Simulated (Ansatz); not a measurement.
# CsAg: the cost of one run

Program: Ansatz 0.2.0. Level of theory: DFT PBE, scalar-relativistic, plane waves, PAW. These are calculated values, not measurements.

**1. The starting structure**

It takes space group F-43m (No. 216, cubic). The conventional cell has a = 6.623 Å, b = 6.623 Å, c = 6.623 Å, α = 90.00°, β = 90.00°, γ = 90.00°. Cs (site symmetry -43m) is surrounded by 4 Ag at 2.87 Å. Around Ag (site symmetry -43m) lie 4 Cs at 2.87 Å.

As a file:

```
Cs Ag
1.0
     0.00000    3.31125    3.31125
     3.31125    0.00000    3.31125
     3.31125    3.31125    0.00000
Cs Ag
1 1
Direct
  0.00000 0.00000 0.00000
  0.75000 0.75000 0.75000
```

This is candidate A: zinc blende type (F-43m, No. 216).

(A quick probe on a coarse mesh, which set the mesh and smearing, is not shown.)

**3. Rough relaxation on the coarse mesh (candidate A)**

input.yaml reads:

```yaml
crystal:
  lattice:
    - [0.0, 3.3112531152, 3.3112531152]
    - [3.3112531152, 0.0, 3.3112531152]
    - [3.3112531152, 3.3112531152, 0.0]
  atoms:
    - { symbol: Cs, position: [0.0, 0.0, 0.0] }
    - { symbol: Ag, position: [0.75, 0.75, 0.75] }
basis:
  ecutwfc: 420
kpoints:
  mp_grid: { grid: [4, 4, 4] }
hamiltonian:
  xc: pbe
scf:
  occupations: { method: gaussian, width: 0.1 }
  lower_state_search: "off"
output:
  forces: true
  stress: true
  eigenvalues: true
relax:
  adjacent_minimum: "off"
  f_tol: 0.04
  max_steps: 70
  cell: { stress_tol: 0.4 }
```

Command:

```bash
ansatz run input.yaml --threads 1 --pin off --max-ram 2560MiB --backend cpu --events-out ev --progress --plain --runs-dir out
```

**Question.** How long does this run take on 1 thread of Arm Neoverse V2, shared host, and how much memory does it need?

About 15 s, with a peak of 0.37 GiB.
